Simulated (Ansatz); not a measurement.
**C3H10OSi (trimethylsilanol): MP2/6-31G(d) (spherical functions)**

What is the electronic atomisation energy of C3H10OSi (trimethylsilanol) at MP2/6-31G* (spherical functions)? 

The calculation is run with Ansatz 0.2.0.

78 further runs of the same task are left out: 1 that didn't finish, 77 set aside as unsound or not needed.

## (1) The molecule

C3H10OSi has 15 atoms, charge 0, and is taken as a singlet. SMILES: `C[Si](C)(C)O`. Geometry: relaxed at PBE0-D4/def2-TZVP. This is one conformer, not always the lowest.

Bond lengths: C1–Si2 1.870 Å, Si2–C3 1.870 Å, Si2–C4 1.861 Å, Si2–O5 1.660 Å, C1–H6 1.094 Å, C1–H7 1.094 Å, C1–H8 1.093 Å, C3–H9 1.094 Å, C3–H10 1.093 Å, C3–H11 1.094 Å, C4–H12 1.093 Å, C4–H13 1.093 Å, C4–H14 1.093 Å, O5–H15 0.957 Å. Some angles: C1–Si2–C3 109.3°, C1–Si2–C4 111.0°, C1–Si2–O5 110.3°, C3–Si2–C4 111.0°, C3–Si2–O5 110.3°, C4–Si2–O5 104.8°, Si2–C1–H6 111.5°, Si2–C1–H7 111.0°, Si2–C1–H8 111.0°, Si2–C3–H9 111.5°.

## (2) The energy at MP2/6-31G(d) (spherical functions)

The input, job.yaml:

```yaml
crystal:
  periodic: [false, false, false]
  atoms:
    - {symbol: C, position_ang: [-1.759880, 0.191150, 0.071540]}
    - {symbol: Si, position_ang: [0.089930, 0.200980, -0.204700]}
    - {symbol: C, position_ang: [0.959910, 0.370300, 1.442320]}
    - {symbol: C, position_ang: [0.639300, -1.339490, -1.093220]}
    - {symbol: O, position_ang: [0.516200, 1.448090, -1.213440]}
    - {symbol: H, position_ang: [-2.095970, 1.106050, 0.568270]}
    - {symbol: H, position_ang: [-2.057470, -0.651720, 0.702020]}
    - {symbol: H, position_ang: [-2.296730, 0.107790, -0.876880]}
    - {symbol: H, position_ang: [0.664600, 1.288070, 1.959260]}
    - {symbol: H, position_ang: [2.044780, 0.393380, 1.311290]}
    - {symbol: H, position_ang: [0.718200, -0.468650, 2.101280]}
    - {symbol: H, position_ang: [0.405110, -2.234400, -0.510590]}
    - {symbol: H, position_ang: [1.717690, -1.322690, -1.268870]}
    - {symbol: H, position_ang: [0.142180, -1.426990, -2.062380]}
    - {symbol: H, position_ang: [0.312140, 2.338130, -0.925910]}
basis:
  gaussian: {orbitals: 6-31G_st_-spherical.json}
correlation: {method: mp2, frozen_orbitals: {C: 1, H: 0, O: 1, Si: 5}}
accuracy: high
```

The basis set 6-31G* is read from a file made from the Basis Set Exchange's data (not shown).

Command:

```sh
$ ansatz run job.yaml --threads 1 --pin off --max-ram 3480MiB --events-out events.jsonl --progress --plain --runs-dir runs
```

The log of the run:

```text
Warning: RAYON_NUM_THREADS=1 ignored (pool sized by the plan → 1); use --threads N
Functional definition: HF
  name "HF"
  exchange = exact_x
  correlation = 0
2345 factors; integrals over basis functions are off by at most 3.8e-9 eV
mean field evaluation 1: about -13146.4114 eV, gradient 4.2e1 eV
mean field evaluation 2: about -13146.4977 eV, gradient 4.2e1 eV
mean field evaluation 4: about -13150.5574 eV, gradient 4.0e0 eV
mean field evaluation 8: about -13150.6087 eV, gradient 1.0e-4 eV
mean field -13150.60869440 eV, -483.2759557166 hartree, gradient 8.4e-8 eV, S^2 0.000000; 0 other end points of the search recorded, 0 dependent functions left out
9 core orbitals not correlated: weight in the atoms' cores, before any rotation towards them, 1.000 or more for the frozen orbitals, at most 0.000 for the correlated occupied ones
reference -13150.60869440 eV, -483.2759557166 hartree; 16, 16 occupied and 69, 69 virtual orbitals, 2345 factors
second order -17.73034838 eV of doubles, -0.00000000 eV of singles
Total energy: -13168.33904278 eV, -483.9275340013 hartree
```

It took 5.4 s on 1 thread of Arm Neoverse V2, shared host; peak memory 0.3 GiB.

## (3) The C atom, same level

The input, job.yaml:

```yaml
crystal:
  periodic: [false, false, false]
  atoms:
    - symbol: C
      position_ang: [0.000000, 0.000000, 0.000000]
basis:
  gaussian:
    orbitals: 6-31G_st_-spherical.json
magnetization:
  spin_polarized: true
  initial_magnetization: 2
correlation:
  method: mp2
  frozen_orbitals: {C: 1}
accuracy: high
```

The basis set 6-31G* is read from a file made from the Basis Set Exchange's data (not shown).

Run the same way, it converges to -37.73144 Eh (log not shown).

## (4) The H atom: a single-point energy at UHF/6-31G(d) (spherical functions)

The input, molecule.yaml:

```yaml
crystal:
  periodic: [false, false, false]
  atoms:
    - {symbol: H, position_ang: [0.000000, 0.000000, 0.000000]}
basis:
  gaussian: {orbitals: "6-31G*"}
magnetization: {spin_polarized: true, initial_magnetization: 1}
hamiltonian: {xc: hf}
accuracy: high
```

Run the same way, it converges to -0.49823 Eh (log not shown).

## (5) The O atom at the same level

The input, input.yaml:

```yaml
crystal:
  periodic: [false, false, false]
  atoms:
    - {symbol: O, position_ang: [0.000000, 0.000000, 0.000000]}
basis:
  gaussian: {orbitals: 6-31G_st_-spherical.json}
magnetization: {spin_polarized: true, initial_magnetization: 2}
correlation: {method: mp2, frozen_orbitals: {O: 1}}
accuracy: high
```

The basis set 6-31G* is read from a file made from the Basis Set Exchange's data (not shown).

Run the same way, it converges to -74.87816 Eh (log not shown).

## (6) The Si atom, same level

The input, in.yaml:

```yaml
crystal:
  periodic: [false, false, false]
  atoms:
    - {symbol: Si, position_ang: [0.000000, 0.000000, 0.000000]}
basis:
  gaussian: {orbitals: 6-31G_st_-spherical.json}
magnetization: {spin_polarized: true, initial_magnetization: 2}
correlation: {method: mp2, frozen_orbitals: {Si: 5}}
accuracy: high
```

The basis set 6-31G* is read from a file made from the Basis Set Exchange's data (not shown).

Run the same way, it converges to -288.87085 Eh (log not shown).

## (7) Outcome

Level: MP2/6-31G* (spherical functions), 9 core orbitals frozen.

| quantity | value |
| --- | --- |
| molecule: total energy | -483.92753 Eh |
| molecule: correlation energy (9 core orbitals frozen) | -651.6 mEh |
| C atom: total energy | -37.73144 Eh |
| C atom: correlation energy (1 core orbital frozen) | -50.9 mEh |
| C atom: ⟨S²⟩ of the reference determinant | 2.005 |
| H atom: total energy | -0.49823 Eh |
| H atom: ⟨S²⟩ | 0.750 |
| O atom: total energy | -74.87816 Eh |
| O atom: correlation energy (1 core orbital frozen) | -95.0 mEh |
| O atom: ⟨S²⟩ of the reference determinant | 2.006 |
| Si atom: total energy | -288.87085 Eh |
| Si atom: correlation energy (5 core orbitals frozen) | -39.8 mEh |
| Si atom: ⟨S²⟩ of the reference determinant | 2.006 |
| electronic atomisation energy | 54.474 eV |

**Reading.** Taking the molecule apart into free atoms costs 54.47 eV (5256 kJ/mol), before zero-point energy and without spin-orbit coupling.
